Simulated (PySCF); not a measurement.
# C2HBF4S: the cost of one run

The runs use PySCF 2.14.0, with density-fitted response routines of our own; the level of theory stands in each step. All values are computed, except where a source is named. Atoms count from 0, in the outputs and in this text.

**1. Starting geometry**

9 atoms, charge 0, multiplicity 1; geometry from: PBE0-D3(BJ)/def2-SVP.

Bonds of the start (Å): F0–B1 1.32, B1–S2 1.81, S2–C3 1.76, C3–F4 1.33, C3–C5 1.34, C5–F6 1.31, C5–F7 1.30, B1–H8 1.21.

**2. Core-electron binding energies: SCAN, X2C**

What the job is given:

```
{"job": {"kind": "xps"}, "charge": 0, "multiplicity": 1}
F      0.389288    -0.798722     1.785331
B      1.215419    -1.221160     0.852873
S      0.898224    -0.864524    -0.890150
C     -0.626611     0.004682    -0.773874
F     -1.729601    -0.711788    -0.578270
C     -0.727457     1.329101    -0.910370
F     -1.859515     1.977692    -0.879886
F      0.296033     2.118896    -1.087205
H      2.201990    -1.851291     1.138800
```

With the program's defaults for keys left out, this is: delta-SCF UKS SCAN, pcX-2 on the ionised atom, pcseg-1 elsewhere, spin-free X2C.

Command:

```
$ OMP_NUM_THREADS=1 python probes_run.py task.json out
```

One launch serves the whole session: the jobs run in the order shown.

**Question.** How long does this first job take on 1 thread of Arm Neoverse V1, shared host, and how much memory does it need?

About 56 s, with a peak of 0.53 GiB.
